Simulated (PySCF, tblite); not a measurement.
# C5H15NOSi2: geometry, infrared bands and NMR shifts

Wanted: the infrared bands and NMR shifts of C5H15NOSi2 (`C=N[SiH2][Si@H](OC)C(C)C`), by calculation.

Computed with tblite 0.8.0 and PySCF 2.14.0, with density-fitted response routines of our own, on a single molecule in the gas phase. Atoms are numbered from 0 throughout.

## 1. The starting structure

24 atoms, charge 0, multiplicity 1; geometry from: force field or distance geometry start.

Bonds of the start (Å): C0–N1 1.30, N1–Si2 1.74, Si2–Si3 2.36, Si3–O4 1.66, O4–C5 1.42, Si3–C6 1.92, C6–C7 1.53, C6–C8 1.53, C0–H9 1.09, C0–H10 1.11, Si2–H11 1.48, Si2–H12 1.50, Si3–H13 1.50, C5–H14 1.10, C5–H15 1.08, C5–H16 1.09, C6–H17 1.10, C7–H18 1.10, C7–H19 1.09, C7–H20 1.09, C8–H21 1.10, C8–H22 1.09, C8–H23 1.09.

## 2. Optimising the geometry with GFN2-xTB

What the job is given:

```
{"job": {"kind": "relax", "xc": "GFN2-xTB", "basis": "xTB"}, "charge": 0, "multiplicity": 1}
C      3.107800     2.146000     2.050900
N      2.609000     1.452800     1.077000
Si     1.160200     0.560400     1.451400
Si     0.218600    -0.431600    -0.465800
O     -0.091500     0.669800    -1.662100
C      1.002100     1.214300    -2.392800
C     -1.382200    -1.355100     0.068600
C     -1.877700    -2.317400    -1.009200
C     -2.516300    -0.416800     0.481700
H      4.017800     2.727200     1.885600
H      2.661600     2.224700     3.064400
H      1.485900    -0.462100     2.471600
H      0.191100     1.524800     2.070300
H      1.171700    -1.455700    -0.994400
H      1.640600     1.836900    -1.741800
H      0.604400     1.863600    -3.164500
H      1.600000     0.431300    -2.868100
H     -1.114900    -1.967500     0.948200
H     -2.759300    -2.876800    -0.655400
H     -2.166500    -1.785500    -1.919800
H     -1.116900    -3.047100    -1.278500
H     -3.397000    -0.981600     0.813200
H     -2.827900     0.232200    -0.341400
H     -2.232300     0.233200     1.307200
```

Launch:

```console
OMP_NUM_THREADS=1 python probes_run.py task.json out
```

This one command runs all jobs of the session in turn.

**Question.** This job is followed by: GFN2-xTB harmonic vibrations, gas phase; GIAO PBE0/pcSseg-1 NMR shielding, non-relativistic, gas phase. What will the session give for the following? strongest single infrared mode (GFN2-xTB); zero-point energy (GFN2-xTB); 13C shifts against TMS (PBE0/pcSseg-1); 1H shifts against TMS (PBE0/pcSseg-1, means over atoms taken as alike); 15N shifts against NH3 (PBE0/pcSseg-1); 29Si shifts against TMS (PBE0/pcSseg-1); 17O shifts against H2O (PBE0/pcSseg-1).

**Answer**, as computed:

| quantity | value |
| --- | --- |
| strongest single infrared mode (GFN2-xTB) | 2116 cm⁻¹, 636 km/mol |
| zero-point energy (GFN2-xTB) | 118.4 kcal/mol |
| 13C shifts against TMS (PBE0/pcSseg-1) | 173.0, 54.5, 20.9, 20.6, 20.0 ppm |
| 1H shifts against TMS (PBE0/pcSseg-1, means over atoms taken as alike) | 8.97, 8.77, 5.43, 5.34, 5.20, 3.71, 1.20, 1.12, 0.63 ppm |
| 15N shifts against NH3 (PBE0/pcSseg-1) | 427.0 ppm |
| 29Si shifts against TMS (PBE0/pcSseg-1) | -2.7, -59.6 ppm |
| 17O shifts against H2O (PBE0/pcSseg-1) | -4.6 ppm |

**Reading.** Relaxing lowered the energy by 0.478 eV in 138 steps; the close pair that moved most is C0–N1, from 1.295 to 1.248 Å. The lowest mode is slightly imaginary (19i cm⁻¹), a soft motion within the noise of the Hessian, so the minimum is not strictly shown. The strongest single mode, at 2116 cm⁻¹, moves mainly H13. Unscaled tight-binding wavenumbers are off by several per cent, some by more. Its intensities can rank the bands wrongly. At PBE0/pcSseg-1: The widest tensor belongs to N1: span 911 ppm, with a paramagnetic part of -493 ppm.
